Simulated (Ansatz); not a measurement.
**ZrV2: properties at the relaxed cell**

One table from this session's results is given with a row withheld; the runs are named, their logs left out.

Computed with Ansatz 0.2.0 (DFT PBEsol, scalar-relativistic, plane waves, PAW, unless a step's input says otherwise).

2 further runs of the same task are left out: 2 set aside as unsound or not needed.

## The system as given

Symmetry: Fd-3m, No. 227, cubic system. Conventional cell: a = 7.257 Å, b = 7.257 Å, c = 7.257 Å, α = 90.00°, β = 90.00°, γ = 90.00°. Around Zr (site symmetry -43m) lie 12 V at 3.01 Å and 4 Zr at 3.14 Å. Around V (site symmetry -3m) lie 6 V at 2.57 Å and 6 Zr at 3.01 Å.

Structure file:

```
CELL_PARAMETERS angstrom
0.00000 3.62829 3.62829
3.62829 0.00000 3.62829
3.62829 3.62829 0.00000
ATOMIC_POSITIONS crystal
Zr 0.50000 0.50000 0.50000
Zr 0.75000 0.75000 0.75000
V 0.12500 0.12500 0.12500
V 0.62500 0.12500 0.12500
V 0.12500 0.12500 0.62500
V 0.12500 0.62500 0.12500
```

This cell was relaxed beforehand with the same method: volume 15.92 Å³/atom, gap on the mesh none (metal).

Set-up of the first run:

Input file input.yaml:

```yaml
crystal:
  lattice:
    - [0.0, 3.6282871502, 3.6282871502]
    - [3.6282871502, 0.0, 3.6282871502]
    - [3.6282871502, 3.6282871502, 0.0]
  atoms:
    - { symbol: Zr, position: [0.5, 0.5, 0.5] }
    - { symbol: Zr, position: [0.75, 0.75, 0.75] }
    - { symbol: V, position: [0.125, 0.125, 0.125] }
    - { symbol: V, position: [0.625, 0.125, 0.125] }
    - { symbol: V, position: [0.125, 0.125, 0.625] }
    - { symbol: V, position: [0.125, 0.625, 0.125] }
basis:
  ecutwfc: 420
kpoints:
  mp_grid: { grid: [8, 8, 8] }
  band_path:
    path:
      - [[0.0, 0.0, 0.0], [0.5, 0.0, 0.5], [0.625, 0.25, 0.625]]
      - [[0.375, 0.375, 0.75], [0.0, 0.0, 0.0], [0.5, 0.5, 0.5], [0.5, 0.25, 0.75], [0.5, 0.0, 0.5]]
    npoints: 14
hamiltonian:
  xc: pbesol
scf:
  occupations: { method: gaussian, width: 0.1 }
  n_extra_bands: 15
output:
  forces: true
  stress: true
  eigenvalues: true
  populations: true
  dos: { projected: true, de: 0.02, nscf_kmesh: { grid: [12, 12, 12] } }
  bader: true
```

Started as:

```
$ ansatz run input.yaml --threads 1 --pin off --max-ram 2560MiB --backend cpu --events-out ev --progress --plain --runs-dir out
```

Among the steps run: Bands, states and charges; Volume × 0.97; Point at V/V0 = 1.03; Volume × 0.94; Volume × 1.06.

One table of the session follows, with a row left open; its other results are not shown here.

It belongs to the step «Fit of the equation of state». 

```
volume (Å³/atom)  energy above the lowest point (meV/atom)  pressure (GPa)
          14.966                                      29.1           10.43
          15.444                                       6.8            4.85
          15.921                                       0.0            0.00
          16.399                                         ?               ?
          16.877                                      25.2           -7.88
```

Q: Estimate the row for volume (Å³/atom) = 16.399 from the others.

Worked estimate for «energy above the lowest point (meV/atom)». A straight line through the neighbours (15.921, 0.0) and (16.877, 25.2) gives 0.0 + (25.2 − 0.0) × (16.399 − 15.921) / (16.877 − 15.921) = 12.6; a parabola fitted to 3 rows on both sides gives 6.1.

As computed: energy above the lowest point (meV/atom): 6.7; pressure (GPa): -4.22. In «energy above the lowest point (meV/atom)» the line misses by +5.9 and the parabola by -0.6.
